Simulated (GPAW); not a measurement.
# InNH2Cl (SMILES [NH2][In][Cl]): USVWN5/sz(dzp) (scalar-relativistic datasets)

Aim: a structure relaxation of InNH2Cl. Input form: an ASE script.

The calculation is run with GPAW 26.7.0.

2 further runs of the same task are left out: 2 set aside as unsound or not needed.

## 1. The structure to begin with

InNH2Cl has 5 atoms, charge 0, and is taken as a doublet. As SMILES, `[NH2][In][Cl]`. All atoms were displaced at random from a relaxed shape. The run starts from this shape.

Bond lengths: N1–In2 2.052 Å, In2–Cl3 2.376 Å, N1–H4 1.064 Å, N1–H5 0.978 Å. Angles: N1–In2–Cl3 110.2°, In2–N1–H4 110.8°, In2–N1–H5 110.4°, H4–N1–H5 107.9°.

## 2. A geometry optimisation at USVWN5/sz(dzp) (scalar-relativistic datasets)

File ClH2InN.xyz:

```xyz
5

N     -0.111439     0.811033    -0.466921
In    -0.415862    -1.196797    -0.171919
Cl     1.416385    -2.139649     1.010111
H     -1.011210     1.288510    -0.774971
H      0.185002     1.236267     0.362399
```

File ClH2InN.py:

```python
from ase.io import read, write
from ase.optimize import LBFGSLineSearch
from gpaw import GPAW, setup_paths
from gpaw.atom.configurations import parameters
from gpaw.atom.generator import Generator

mol = read('ClH2InN.xyz')
mol.center(vacuum=4.5)
mol.set_initial_magnetic_moments([1.0, 0.0, 0.0, 0.0, 0.0])

for symbol in ['Cl', 'H', 'In', 'N']:
    Generator(symbol, xcname='LDA_X+LDA_C_VWN', scalarrel=True, nofiles=True, txt=None).run(**parameters[symbol])
setup_paths.insert(0, '.')

dft = GPAW(mode='lcao',
           basis='sz(dzp)',
           h=0.2,
           xc='LDA_X+LDA_C_VWN',
           occupations={'name': 'fermi-dirac', 'width': 0.0, 'fixmagmom': True},
           maxiter=100,
           symmetry='off',
           txt='ClH2InN.txt')
mol.calc = dft

opt = LBFGSLineSearch(mol, trajectory='ClH2InN.traj')
converged = opt.run(fmax=0.05, steps=100)
print('Converged:', converged)
print(f'Final energy: {mol.get_potential_energy():.5f} eV')
print(f'r(H3-N0): {mol.get_distance(3, 0):.4f} Ang')
print(f'r(In1-N0): {mol.get_distance(1, 0):.4f} Ang')
write('relaxed.xyz', mol)
```

On the command line:

```console
$ OMP_NUM_THREADS=1 python ClH2InN.py
```

What values should one expect? Wanted: energy as printed; dipole moment; HOMO energy; LUMO energy.

Computed results:

Level: USVWN5/sz(dzp) (scalar-relativistic datasets).

| quantity | value |
| --- | --- |
| energy as printed (from the program's reference atoms) | -16.3909 eV |
| dipole moment | 2.99 D |
| HOMO energy (highest over α and β) | -5.30 eV |
| LUMO energy (lowest over α and β) | -4.65 eV |

**Reading.** At the final geometry: Bond lengths: N1–In2 1.996 Å, In2–Cl3 2.431 Å, N1–H4 1.104 Å, N1–H5 1.107 Å. Angles: N1–In2–Cl3 113.3°, In2–N1–H4 124.6°, In2–N1–H5 125.5°, H4–N1–H5 109.6°. The optimisation took 33 steps and changed the energy by -0.622 eV.
